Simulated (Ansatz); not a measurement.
# Be₂H₂ (singlet): wave-function methods side by side at distance Be1–Be2 = 4.633 Å, cc-pVDZ

How much of the correlation energy of Be₂H₂ (singlet) does each wave-function method recover here?

Method: cc-pVDZ, core rule «outside noble gas», up to 2 orbitals frozen; program: Ansatz 0.2.0, Gaussian basis.

To be run: UHF; CCSD(T) on RHF; CCSD(T) on UHF; BCCD(T) on RHF; CISD; CCSDT(Q) on RHF; CCSDT(Q) on UHF; CASSCF and MRCISD+Q, 2 electrons in 2 orbitals; CASSCF and NEVPT2, 2 electrons in 2 orbitals; Full CI.

27 further runs of the same task are left out: 15 for a known fault of the program, 10 that didn't finish, 2 set aside as unsound or not needed.

## (1) What is computed

The geometry derives from a PBE0/def2-TZVP stationary point (not a proven minimum). One bond is set to the value named and the two fragments are kept rigid.

4 atoms, charge 0, spin multiplicity 1.

Atoms are counted from 1 here; the program's logs count them from 0.

Bond lengths: Be1–H3 1.348 Å, Be2–H4 1.348 Å.

## (2) UHF

File in.yaml:

```yaml
crystal:
  periodic: [false, false, false]
  atoms:
    - {symbol: Be, position_ang: [0.000000, 0.000000, 2.316500]}
    - {symbol: Be, position_ang: [0.000000, 0.000000, -2.316500]}
    - {symbol: H, position_ang: [0.000000, 0.000000, 3.664018]}
    - {symbol: H, position_ang: [0.000000, 0.000000, -3.664018]}
basis:
  gaussian: {orbitals: cc-pVDZ}
magnetization: {spin_polarized: true, initial_magnetization: 0}
hamiltonian: {xc: hf}
output: {orbitals: {seedname: orbitals}}
```

Run with:

```bash
$ ansatz run in.yaml --threads 1 --pin off --events-out ev --progress --plain --max-ram 2393MiB
```

After this run come: CCSD(T) on RHF; CCSD(T) on UHF; BCCD(T) on RHF; CISD; CCSDT(Q) on RHF; CCSDT(Q) on UHF; CASSCF and MRCISD+Q, 2 electrons in 2 orbitals; CASSCF and NEVPT2, 2 electrons in 2 orbitals; Full CI.

Q: Predict the results of all the runs planned. Wanted: FCI below the RHF energy; RMP2 from FCI; UMP2 from FCI; RCCSD from FCI; RCCSD(T) from FCI; UCCSD(T) from FCI; RCCSDT(Q) from FCI; UCCSDT(Q) from FCI; NEVPT2 pair from FCI.

The runs gave:

| quantity | value |
| --- | --- |
| FCI below the RHF energy | -4.1096 eV |
| RMP2 from FCI | +1571.4 meV |
| UMP2 from FCI | +703.1 meV |
| RCCSD from FCI | +221.5 meV |
| RCCSD(T) from FCI | +30.9 meV |
| UCCSD(T) from FCI | +74.0 meV |
| RCCSDT(Q) from FCI | 0.0 meV |
| UCCSDT(Q) from FCI | +2.9 meV |
| NEVPT2 pair from FCI | +632.6 meV |
| MRCISD+Q pair from FCI | -20.3 meV |
| levels within 1 kcal/mol (43 meV) | RCCSD(T), BCCD(T), RCCSDT, UCCSDT, RCCSDT(Q), UCCSDT(Q), MRCISD+Q pair |
| T1 diagnostic | 0.046 |
| effectively unpaired electrons | 1.48 |

In words: RCCSD(T) lands +30.9 meV from the yardstick (0.8 % of the correlation energy). CCSD(T) misses by +30.9 meV on the restricted determinant and by +74.0 meV on the unrestricted one; the two need not hold the same state or core. MRCISD+Q pair falls below full CI: the +Q correction isn't variational, and the cores differ from full CI's. With 1.5 effectively unpaired electrons against 0 the state is strongly multireference. Coupled cluster on one determinant still stays close here. Of the multireference levels listed MRCISD+Q pair comes nearest in total energy (-20.3 meV), which doesn't show that its space is the better one. These misses are within one basis, not against nature.
